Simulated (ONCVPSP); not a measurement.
# An ONCV potential for Be, from input to tests

Task: generate the file, and judge it by its errors in other configurations, its logarithmic derivatives, its ghosts and its cutoff.

Program: ONCVPSP 4.0.1. Reference atom: PBE, scalar-relativistic, spherical and spin-unpolarised. All values are calculated.

## (1) The atom and the settings

Typed settings, in words:

| Item | Value |
| --- | --- |
| element | beryllium (Be, Z = 4) |
| type | optimised norm-conserving Vanderbilt (ONCV) |
| frozen core | none |
| valence charge | 4 |
| reference configuration | 1s2 2s2 |
| partial waves | 1s+2s: rc 0.65 bohr, ncon 4, nbas 7, qcut 16.2 1/bohr, 2 projectors; p scattering state at 0.28 Ha: rc 0.60 bohr, ncon 4, nbas 8, qcut 14.3 1/bohr, 2 projectors, debl 2.6 Ha |
| local potential | polynomial inside 0.60 bohr (lpopt 4, dvloc0 -1 Ha) |
| core correction | not asked for |

The outer shells as boxes (Hund's rule for the drawing; the calculation is spin-unpolarised):

```
1s [↑↓]
2s [↑↓]
```

The nodes and maxima of the atom's own shells, from an earlier all-electron run, set the scale for the radii.

All-electron outer shells of the reference configuration (PBE, scalar-relativistic, ld1.x):

```tsv
shell	level (eV)	outermost node (bohr)	outermost maximum (bohr)
1s	-106.21	–	0.27
2s	-5.61	0.59	2.04
2p	-2.02	–	2.28
```

## (2) Generation

Contents of Be.dat:

```
# ATOM AND REFERENCE CONFIGURATION
# atsym  z   nc   nv     iexc    psfile
  Be 4.00    0    2        4      upf
#
#   n    l    f
    1    0    2.00
    2    0    2.00
#
# PSEUDOPOTENTIAL AND OPTIMIZATION
# lmax
    1
#
#   l,   rc,      ep,       ncon, nbas, qcut
    0    0.65    0.00    4    7   16.20
    1    0.60    0.28    4    8   14.30
#
# LOCAL POTENTIAL
# lloc, lpopt,  rc(5),   dvloc0
    4    4    0.60   -1.00
#
# VANDERBILT-KLEINMAN-BYLANDER PROJECTORs
# l, nproj, debl
    0    2    1.60
    1    2    2.60
#
# MODEL CORE CHARGE
# icmod, fcfact, rcfact
    0    0.00    0.00
#
# LOG DERIVATIVE ANALYSIS
# epsh1, epsh2, depsh
   -5.00    5.00    0.04
#
# OUTPUT GRID
# rlmax, drl
    6.00    0.01
#
# TEST CONFIGURATIONS
# ncnf
    4
# nvcnf
#   n    l    f
    2
    1    0    2.00
    2    0    1.00
#
    2
    1    0    2.00
    2    0    0.00
#
    2
    1    0    2.00
    2    0    1.50
#
    2
    1    0    1.00
    2    0    2.00
#
```

Command:

```bash
$ oncvpsp.x < Be.dat > Be.out
```

**Question.** What will these runs give? Wanted: cutoffs for 1 and 0.1 mHa per electron, occupied waves; bound ghosts; GHOST(+) flags; largest test error; largest phase difference near zero energy, channels read.

**Answer**, as computed:

| quantity | value |
| --- | --- |
| cutoffs for 1 and 0.1 mHa per electron, occupied waves | 110 Ha and 131 Ha |
| bound ghosts | none found |
| GHOST(+) flags | none at low energy |
| largest test error (AE − PS) | +580 meV, for 1s1 2s2 |
| largest phase difference near zero energy, channels read | 0.000 rad |

What this shows: By total energies transferability is poor: the largest error is 580 meV on 128.3 eV, for 1s1 2s2. That test lies far up in energy; among those under 40 eV, nearer to bonding, the largest error is 2.7 meV. By its cutoff, 110 Ha for the looser tolerance, it is very hard. At the looser tolerance the 1s wave is the slowest; 2s needs 84 Ha. It is free of bound ghosts as far as tested. Near zero energy the phases of the channels with partial waves agree within 0.001 rad. These are tests on the free atom; a crystal test is still owed.
